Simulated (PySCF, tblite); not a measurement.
# C₉H₁₂O₂: geometry, infrared bands and NMR shifts

What infrared bands and NMR shifts should C₉H₁₂O₂ (`CO/C=C1\C=C(OC)C=C1C`) show?

Computed with tblite 0.8.0 and PySCF 2.14.0, with density-fitted response routines of our own, on a single molecule in the gas phase. Atoms are numbered from 0 throughout.

## Step 1: The molecule as given

23 atoms, charge 0, multiplicity 1; geometry from: force field or distance geometry start.

Bonds of the start (Å): C0–O1 1.41, O1–C2 1.36, C2–C3 1.34, C3–C4 1.46, C4–C5 1.35, C5–O6 1.36, O6–C7 1.43, C5–C8 1.44, C8–C9 1.35, C9–C10 1.48, C9–C3 1.45, C0–H11 1.10, C0–H12 1.08, C0–H13 1.10, C2–H14 1.10, C4–H15 1.08, C7–H16 1.09, C7–H17 1.10, C7–H18 1.10, C8–H19 1.08, C10–H20 1.09, C10–H21 1.10, C10–H22 1.10.

## Step 2: Optimising the geometry with GFN2-xTB

Job settings and geometry (Å):

```
{"job": {"kind": "relax", "xc": "GFN2-xTB", "basis": "xTB"}, "charge": 0, "multiplicity": 1}
C     -2.881500    -2.426600     0.226900
O     -1.700200    -1.740900     0.594800
C     -1.578200    -0.518100     0.011400
C     -0.424300     0.140400    -0.130100
C      0.866900    -0.363900     0.332400
C      1.762800     0.584300     0.002200
O      3.113300     0.664500     0.177800
C      3.708800    -0.455400     0.832300
C      1.109600     1.694600    -0.642500
C     -0.218700     1.442700    -0.723600
C     -1.276600     2.300300    -1.315000
H     -2.884400    -3.416300     0.695800
H     -2.943200    -2.554100    -0.848600
H     -3.768600    -1.884400     0.584100
H     -2.528600    -0.087200    -0.330500
H      1.028500    -1.305900     0.826200
H      4.779000    -0.272300     0.912600
H      3.302000    -0.590300     1.840300
H      3.559100    -1.369500     0.245300
H      1.623700     2.581200    -0.985900
H     -1.777800     1.795800    -2.136500
H     -0.858800     3.239500    -1.702500
H     -2.017400     2.568800    -0.546300
```

Launch:

```bash
$ OMP_NUM_THREADS=1 python probes_run.py task.json out
```

The driver reads the jobs from task.json and runs them one after another.

**Question.** This job is followed by: GFN2-xTB harmonic vibrations, gas phase; GIAO PBE0/pcSseg-1 NMR shielding, non-relativistic, gas phase. What will the session give for the following? strongest single infrared mode (GFN2-xTB); zero-point energy (GFN2-xTB); ¹³C shifts against TMS (PBE0/pcSseg-1); ¹H shifts against TMS (PBE0/pcSseg-1, means over atoms taken as alike); ¹⁷O shifts against H2O (PBE0/pcSseg-1).

As calculated:

```
                                                              quantity                                                          value
                             strongest single infrared mode (GFN2-xTB)                                          1644 cm⁻¹, 298 km/mol
                                          zero-point energy (GFN2-xTB)                                                 116.7 kcal/mol
                                ¹³C shifts against TMS (PBE0/pcSseg-1)  170.4, 154.5, 139.0, 130.8, 128.0, 89.1, 60.8, 57.4, 14.4 ppm
¹H shifts against TMS (PBE0/pcSseg-1, means over atoms taken as alike)                         6.66, 5.89, 5.34, 3.94, 3.82, 2.17 ppm
                                ¹⁷O shifts against H2O (PBE0/pcSseg-1)                                               113.6, 106.5 ppm
```

The optimisation took 89 steps and gained 0.107 eV; among the close pairs (by a distance rule), O6–C7 changed most, from 1.427 to 1.406 Å. All 63 modes are real, so the xTB geometry is a minimum. The strongest single mode, at 1644 cm⁻¹, moves mainly C9, C5 and C8. Unscaled tight-binding wavenumbers are off by several per cent, some by more. Its intensities can rank the bands wrongly.
